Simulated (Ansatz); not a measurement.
# FH3NSb: the cost of one run

Computed with the Python package of Ansatz 0.2.0. Level of theory: PBE/def2-SVP.

### Step 1. The structure

Bond lengths: N1–Sb2 2.053 Å, Sb2–F3 1.986 Å, N1–H4 1.092 Å, N1–H5 1.030 Å, Sb2–H6 1.774 Å. Angles: N1–Sb2–F3 89.5°, N1–Sb2–H6 91.2°, F3–Sb2–H6 92.8°, Sb2–N1–H4 105.3°, Sb2–N1–H5 111.5°, H4–N1–H5 102.1°.

No structure file is read: the coordinates are typed or built in the script.

### Step 2. The code

relaxed_scan_fh3nsb.py

```python
from dataclasses import dataclass

import ansatz as az
import numpy as np


@dataclass
class RunConfig:
    basis: str = "def2-SVP"
    xc: str = "PBE"


cfg = RunConfig()

geometry_ang = [
    ("N", (-0.8656, 0.0912, -0.6077)),
    ("Sb", (-0.0036, -0.1995, 1.2327)),
    ("F", (0.8023, -1.8886, 0.569)),
    ("H", (-1.1304, 1.1499, -0.6385)),
    ("H", (-0.1708, 0.0196, -1.3648)),
    ("H", (1.4102, 0.7632, 0.7631)),
]
mol = az.Crystal.molecule()
for symbol, xyz in geometry_ang:
    mol = mol.atom(symbol, xyz)

base = (
    mol.calculation()
    .basis(gaussian=cfg.basis)
    .functional(cfg.xc)
)
symbols = [site.symbol for site in mol.cartesian_sites]
pairs = [(0, 1), (0, 3), (0, 4), (1, 2), (1, 5)]
print("held (A)   E (eV)        ", "  ".join(f"{symbols[i]}{i}-{symbols[j]}{j}" for i, j in pairs))
for length in [0.95, 1.03, 1.11, 1.24, 1.39]:
    report = base.relax(constraints=[az.DistanceConstraint((0, 4), at=length)], force_tolerance=0.02, max_steps=60).run(threads=1, backend="cpu").report
    xyz = np.array(report["positions_ang"])
    print(f"{length:6.2f} {report['free_energy_ev']:14.5f}  ", "  ".join(f"{np.linalg.norm(xyz[i] - xyz[j]):.3f}" for i, j in pairs))
```

### Step 3. The run

Run with:

```bash
$ python relaxed_scan_fh3nsb.py
```

**Question.** How long does this script take on 1 thread of Arm Neoverse V1, shared host, and how much memory does it need?

About 2.5 min, with a peak of 0.21 GiB.
